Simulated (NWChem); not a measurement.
# singlet C2H2FSi−: levels of theory compared

We compute a comparison of 3 runs (B3LYP/6-31G*, M06-2X/def2-SVPD, CCSD(T)/def2-SVPD) of singlet C2H2FSi−. 

The calculation is run with NWChem 7.3.0.

1 further run of the same task is left out (set aside as unsound or not needed). Runs told in other sessions of the task aren't counted.

### 1 The molecule

The species is C2H2FSi− (6 atoms), meant as a singlet with charge -1. SMILES of the parent species: `C#C[SiH]F`. Geometry: relaxed at PBE0-D4/def2-TZVP. That shape belongs to the parent species and isn't relaxed for this state.

Bond lengths: C1–C2 1.209 Å, C2–Si3 1.806 Å, Si3–F4 1.599 Å, C1–H5 1.066 Å, Si3–H6 1.485 Å. Angles: C1–C2–Si3 173.2°, C2–Si3–F4 109.8°, C2–C1–H5 179.1°, C2–Si3–H6 111.2°, F4–Si3–H6 108.3°.

### 2 A single-point energy at B3LYP/6-31G(d) (spherical functions) (run 1)

Contents of sp.nw:

```
start sp
memory 2200 mb
charge -1
geometry units au noautosym nocenter noautoz
C    0.22317666  -1.28501376  -3.03433324
C    0.22752303  -0.40383447  -0.92615477
Si   0.63929435   0.88193518   2.20871189
F   -0.90328909  -0.77913408   4.20804213
H    0.18953953  -2.05828969  -4.89495758
H   -0.29687597   3.52320539   2.35138622
end
basis spherical bse
* library 6-31G*
end
dft
xc b3lyp
grid xfine
convergence energy 1e-08
maxiter 100
mulliken
end
task dft energy
```

Run with:

```bash
$ nwchem sp.nw > sp.out
```

The program printed:

```text
[...]
          Wavefunction type:  closed shell.
          No. of atoms     :     6
          No. of electrons :    38
[...]
          Charge           :    -1
          Spin multiplicity:     1
[...]
          AO basis - number of functions:    64
[...]
              XC Information
              --------------
                         B3LYP Method XC Potential
                     Hartree-Fock (Exact) Exchange  0.200
                        Slater Exchange Functional  0.800 local
                    Becke 1988 Exchange Functional  0.720 non-local
              Lee-Yang-Parr Correlation Functional  0.810
                  VWN I RPA Correlation Functional  0.190 local
[...]
 d= 0,ls=0.0,diis     1   -466.6094908487 -5.97D+02  2.48D-02  6.38D-01     2.2
[...]
 d= 0,ls=0.0,diis    11   -466.7047014493 -1.61D-09  4.65D-07  2.79D-10    19.2
         Total DFT energy =     -466.704701449294
      One electron energy =     -912.233898977682
           Coulomb energy =      358.235420078997
    Exchange-Corr. energy =      -43.282223368209
 Nuclear repulsion energy =      130.576000817599
[...]
      Total Density - Mulliken Population Analysis
     ---------------------------------------------
    Atom       Charge   Shell Charges
 -----------   ------   -------------------------------------------------------
    1 C    6     6.28   2.00  0.67  2.02  0.56  1.01  0.02
    2 C    6     6.12   2.00  0.69  1.95  0.81  0.64  0.02
    3 Si  14    14.06   2.00  2.00  5.96  0.94  1.67  0.49  0.78  0.21
    4 F    9     9.46   2.00  0.92  3.34  1.03  2.17  0.01
    5 H    1     0.91   0.52  0.39
    6 H    1     1.18   0.51  0.66
[...]
```

It took 20 s on 1 thread of Intel Xeon Platinum 8375C at 2.90GHz (Ice Lake), shared host; peak memory 0.13 GiB.

### 3 A single-point energy at M06-2X/def2-SVPD (run 2)

Contents of c2h2fsi.nw:

```
start c2h2fsi
title "C2H2FSi"
memory total 2200 mb
charge -1

geometry units angstrom noautosym nocenter noautoz
C        0.118100      -0.680000      -1.605700
C        0.120400      -0.213700      -0.490100
Si       0.338300       0.466700       1.168800
F       -0.478000      -0.412300       2.226800
H        0.100300      -1.089200      -2.590300
H       -0.157100       1.864400       1.244300
end

basis "ao basis" spherical bse
* library def2-SVPD
end

dft
xc m06-2x
mult 1
grid fine
convergence energy 1e-08
iterations 100
mulliken
noprint "final vectors analysis"
end

task dft
```

Run with:

```bash
$ nwchem c2h2fsi.nw > c2h2fsi.out
```

The program printed:

```text
[...]
          Wavefunction type:  closed shell.
          No. of atoms     :     6
          No. of electrons :    38
[...]
          Charge           :    -1
          Spin multiplicity:     1
[...]
          AO basis - number of functions:   103
[...]
              XC Information
              --------------
                       M06-2X Method XC Functional
                     Hartree-Fock (Exact) Exchange  0.540
                        M06-2X Exchange Functional  1.000
                      M06-2X Correlation Potential  1.000
[...]
 d= 0,ls=0.0,diis     1   -466.3214260582 -5.97D+02  4.37D-02  7.24D-01     2.8
[...]
 d= 0,ls=0.0,diis    12   -466.4246045620 -4.82D-09  1.87D-06  4.91D-10    27.2
         Total DFT energy =     -466.424604562030
      One electron energy =     -910.958378908974
           Coulomb energy =      357.013875896511
    Exchange-Corr. energy =      -43.056111708753
 Nuclear repulsion energy =      130.576010159185
[...]
      Total Density - Mulliken Population Analysis
     ---------------------------------------------
    Atom       Charge   Shell Charges
 -----------   ------   -------------------------------------------------------
    1 C    6     6.83   1.99  0.90  1.61  0.13  2.05  0.13  0.02  0.01
    2 C    6     5.15   1.99  0.96  0.08 -0.36  1.98  0.45  0.03  0.04
    3 Si  14    14.13   2.00  1.98  1.03  0.07  0.49  5.93  1.20  1.04  0.26  0.14
    4 F    9     9.65   1.99  1.11  0.80  0.07  3.36  2.06  0.22  0.00  0.02
    5 H    1     1.16   0.76  0.35  0.03  0.02
    6 H    1     1.08   0.75  0.21  0.01  0.11
[...]
```

Wall time 28 s (1 thread of Intel Xeon Platinum 8375C at 2.90GHz (Ice Lake), shared host); peak memory 0.11 GiB.

### 4 A single-point energy at CCSD(T)/def2-SVPD (run 3)

Contents of geom.nw:

```
start geom
memory 2200 mb
charge -1
geometry noautosym nocenter noautoz
   C     0.118100   -0.680000   -1.605700
   C     0.120400   -0.213700   -0.490100
   Si    0.338300    0.466700    1.168800
   F    -0.478000   -0.412300    2.226800
   H     0.100300   -1.089200   -2.590300
   H    -0.157100    1.864400    1.244300
end
basis spherical bse
   * library def2-SVPD
end
scf
   thresh 1e-08
   maxiter 80
   print medium
end
ccsd
   freeze core 8
   maxiter 60
end
task ccsd(t) energy
```

Run with:

```bash
$ nwchem geom.nw > geom.out
```

The program printed:

```text
[...]
  functions       =   103
[...]
  wavefunction    = RHF
[...]
         Total SCF energy =   -465.004300044576
      One-electron energy =   -910.587248023402
      Two-electron energy =    315.006937819642
 Nuclear repulsion energy =    130.576010159185
        Time for solution =     22.7s
[...]
 Total MP2 energy:           -465.566061938764335
[...]
             energy      energy      error      ampl     ampl      Block
                                                time     time      time
[...]
 Total CCSD energy:           -465.591965283741388
[...]
 Total CCSD+T(CCSD) energy:           -465.616186785744787
[...]
 Total CCSD(T) energy:                -465.614650580348098
[...]
```

Wall time 4.5 min (1 thread of Intel Xeon Platinum 8375C at 2.90GHz (Ice Lake), shared host); peak memory 0.33 GiB.

### 5 All runs side by side

| run | level | integration grid | iteration cap | energy (Eh) | HOMO energy (eV) | LUMO energy (eV) | HOMO–LUMO gap (eV) | wall time |
| --- | --- | --- | --- | --- | --- | --- | --- | --- |
| 1 | B3LYP/6-31G* (spherical functions) | xfine | 100 | -466.704701 | 1.69 | 5.28 | 3.59 | 20 s |
| 2 | M06-2X/def2-SVPD | fine | 100 | -466.424605 | – | – | – | 28 s |
| 3 | CCSD(T)/def2-SVPD | – | 80 | -465.614651 | -0.91 | 6.09 | 7.00 | 4.5 min |

### 6 What came out

```
                                                    quantity          value
                                         run 3: total energy  -465.61465 Eh
                  run 3: HOMO energy (Hartree–Fock orbitals)       -0.91 eV
                  run 3: LUMO energy (Hartree–Fock orbitals)        6.09 eV
run 3: HOMO–LUMO gap (to an unbound level, set by the basis)        7.00 eV
          run 3: correlation energy (8 core orbitals frozen)     -610.4 mEh
                                       run 3: (T) correction     -22.69 mEh
```

What this shows: Totals of different functionals can't be ranked against each other. In run 1 the HOMO lies above zero, from self-interaction, a short basis or an electron that isn't bound. All runs together took 5.3 min, the longest 4.5 min.
